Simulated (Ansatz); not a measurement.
The same path of a periodic cell of 17 atoms, LiSi$_{16}$ (host Si, host structure Fd-3m, interstitial Li), cell charge +1 was run twice with different band settings. Lost on the way: Si10–Li17, Si11–Li17, Si12–Li17, Si16–Li17. Made: Si9–Li17, Si13–Li17, Si14–Li17, Si15–Li17.

All numbers below come from DFT PBEsol, scalar-relativistic, plane waves, PAW (Ansatz 0.2.0). Settings: cutoff 420 eV, k mesh 2x2x2, gaussian smearing 0.05 eV, no spin polarisation.

Relaxed end points:

```xyz
17
Lattice="0.0000 5.4271 5.4271 5.4271 0.0000 5.4271 5.4271 5.4271 0.0000" Properties=species:S:1:pos:R:3
Si 4.094 4.095 4.046
Si 2.713 2.714 2.694
Si 6.760 6.761 4.047
Si 5.425 5.431 2.717
Si 6.775 4.079 6.793
Si 5.447 2.714 5.427
Si 9.521 6.760 6.809
Si 8.141 5.408 5.428
Si 4.079 6.776 6.794
Si 2.713 5.450 5.428
Si 6.756 9.526 6.812
Si 5.405 8.142 5.429
Si 6.773 6.775 9.489
Si 5.427 5.427 8.140
Si 9.506 9.508 9.489
Si 8.140 8.142 8.163
Li 2.707 2.724 5.437
```

```xyz
17
Lattice="0.0000 5.4271 5.4271 5.4271 0.0000 5.4271 5.4271 5.4271 0.0000" Properties=species:S:1:pos:R:3
Si 4.074 4.094 4.070
Si 2.693 2.741 2.688
Si 6.767 6.787 4.070
Si 5.440 5.421 2.704
Si 6.789 4.074 6.783
Si 5.456 2.742 5.452
Si 9.502 6.787 6.805
Si 8.120 5.405 5.451
Si 4.074 6.787 6.762
Si 2.708 5.421 5.436
Si 6.787 9.500 6.783
Si 5.440 8.152 5.435
Si 6.809 6.787 9.497
Si 5.456 5.405 8.115
Si 9.501 9.479 9.497
Si 8.136 8.152 8.131
Li 4.075 1.360 4.070
```

Common settings: climbing image yes; optimiser quadratic models (default); force threshold 0.05 eV/Å; end points relaxed.

| run | movable images | spring | start path | iteration limit | theory |
| --- | --- | --- | --- | --- | --- |
| 1 | 7 | 10.0 eV/Å² | straight line | 42 | DFT PBEsol, scalar-relativistic, plane waves, PAW cutoff 420 eV, k mesh 2x2x2, gaussian smearing 0.05 eV, no spin polarisation |
| 2 | 3 | 5.0 eV/Å² | default | 50 | DFT PBEsol, scalar-relativistic, plane waves, PAW cutoff 300 eV, k mesh 2x2x2, gaussian smearing 0.05 eV, no spin polarisation |

**Question.** What does each run give, and how far can it be trusted?

**Answer.** Run 1: converged after 4 iterations, highest image 0.585 eV above the first end. By the program's own check the climbing image is of a kind that is not told: the force calls were inconclusive, a negative curvature could not be distinguished from the path's own, the only one lies far off the path, or fixed occupations may fill a level only in part (lowest curvatures found: -2.25 and 0.74 eV/Å²).
Run 2: converged after 4 iterations, highest image 0.586 eV above the first end. The order of the stationary point at the top wasn't checked. The plane-wave cutoff is below what these datasets need, so energies and pressures aren't converged.
Limits of this set-up: charged cell in a uniform background, uncorrected.
